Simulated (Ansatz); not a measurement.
**CH₃FOSn: taking an electron away**

The task here is to estimate one member of a computed series from the others.

The runs use Ansatz 0.2.0, Gaussian basis; unrestricted cation, the program's frozen cores in correlated methods.

The runs, in order: UKS PBE-D4/def2-TZVPP; UKS r2SCAN-D4/def2-TZVPP; UKS PBE0-D4/def2-TZVPP; UKS B3LYP-D4/def2-TZVPP; UKS wB97X-V/def2-TZVPP; UKS wB97M-V/def2-TZVPP; UKS B2PLYP/def2-TZVPP; UHF-CCSD(T)/def2-TZVPP; UHF-MP2/def2-QZVPP; extrapolation to the limit; then −ε(HOMO) from the neutral's earlier runs with LDA (SPW92), PBE-D4, revPBE-D4, BLYP-D4, r2SCAN-D4, B97M-V, PBE0-D4, B3LYP-D4, r2SCANh-D4, r2SCAN0-D4, HSE06-D4, BHLYP-D4, CAM-B3LYP-D4, LC-ωPBE, ωB97X-V, ωB97M-V.

## Structure used throughout

An earlier PBE0-D4 in a triple-zeta def2 set relaxation fixed the geometry. Sn takes the def2 core potential; no spin-orbit term is included.

SMILES `C[O][Sn][F]`, 7 atoms, charge 0, spin multiplicity 1.

Atoms are counted from 1 here; the program's logs count them from 0.

Bond lengths: C1–O2 1.408 Å, C1–H5 1.095 Å, C1–H6 1.095 Å, C1–H7 1.095 Å, O2–Sn3 1.958 Å, Sn3–F4 1.952 Å. Angles: O2–C1–H5 112.6°, O2–C1–H6 109.6°, O2–C1–H7 109.5°, H5–C1–H6 108.5°, H5–C1–H7 108.6°, H6–C1–H7 107.9°, C1–O2–Sn3 128.3°, O2–Sn3–F4 96.2°.

Set-up of the first run:

The input, in.yaml:

```yaml
crystal:
  periodic: [false, false, false]
  atoms:
    - {symbol: C, position_ang: [0.237912, 0.816396, 0.044178]}
    - {symbol: O, position_ang: [0.229708, -0.237632, 0.977471]}
    - {symbol: Sn, position_ang: [-0.330169, -2.094089, 0.705254]}
    - {symbol: F, position_ang: [-0.813849, -1.896158, -1.174971]}
    - {symbol: H, position_ang: [-0.109081, 0.503511, -0.945727]}
    - {symbol: H, position_ang: [-0.407508, 1.626845, 0.399537]}
    - {symbol: H, position_ang: [1.254287, 1.213127, -0.051343]}
basis:
  gaussian: {orbitals: def2-TZVPP}
total_charge: 1
magnetization: {spin_polarized: true, initial_magnetization: 1}
hamiltonian: {xc: pbe, dispersion: d4}
```

The run is started by

```bash
> ansatz run in.yaml --threads 2 --pin off --events-out ev --progress --plain --max-ram 22528MiB --backend cpu
```

Among the steps run: Cation, UKS PBE-D4/def2-TZVPP; Cation, UKS r2SCAN-D4/def2-TZVPP; Cation, UKS PBE0-D4/def2-TZVPP; Cation, UKS B3LYP-D4/def2-TZVPP; Cation, UKS wB97X-V/def2-TZVPP; Cation, UKS wB97M-V/def2-TZVPP; Cation, UKS B2PLYP (frozen core)/def2-TZVPP; Cation, UHF-CCSD(T)/def2-TZVPP; Cation, UHF-MP2/def2-QZVPP.

One table of the session follows, with a row left open; its other results are not shown here.

It belongs to the step «Ionisation energies side by side». Orbital estimates, from the neutral's runs:

| functional | −ε(HOMO) (eV) |
| --- | --- |
| LDA (SPW92) | ? |
| PBE-D4 | 6.49 |
| revPBE-D4 | 6.42 |
| BLYP-D4 | 6.40 |
| r2SCAN-D4 | 6.80 |
| B97M-V | 6.78 |
| PBE0-D4 | 7.83 |
| B3LYP-D4 | 7.64 |
| r2SCANh-D4 | 7.31 |
| r2SCAN0-D4 | 8.06 |
| HSE06-D4 | 7.43 |
| BHLYP-D4 | 9.03 |
| CAM-B3LYP-D4 | 9.21 |
| LC-ωPBE | 10.44 |
| ωB97X-V | 10.14 |
| ωB97M-V | 10.09 |

Q: Estimate the row for LDA (SPW92) from the others.

**Answer.** −ε(HOMO) (eV): 6.68. In the column «−ε(HOMO) (eV)» it lies between PBE-D4 (6.49) and B97M-V (6.78).
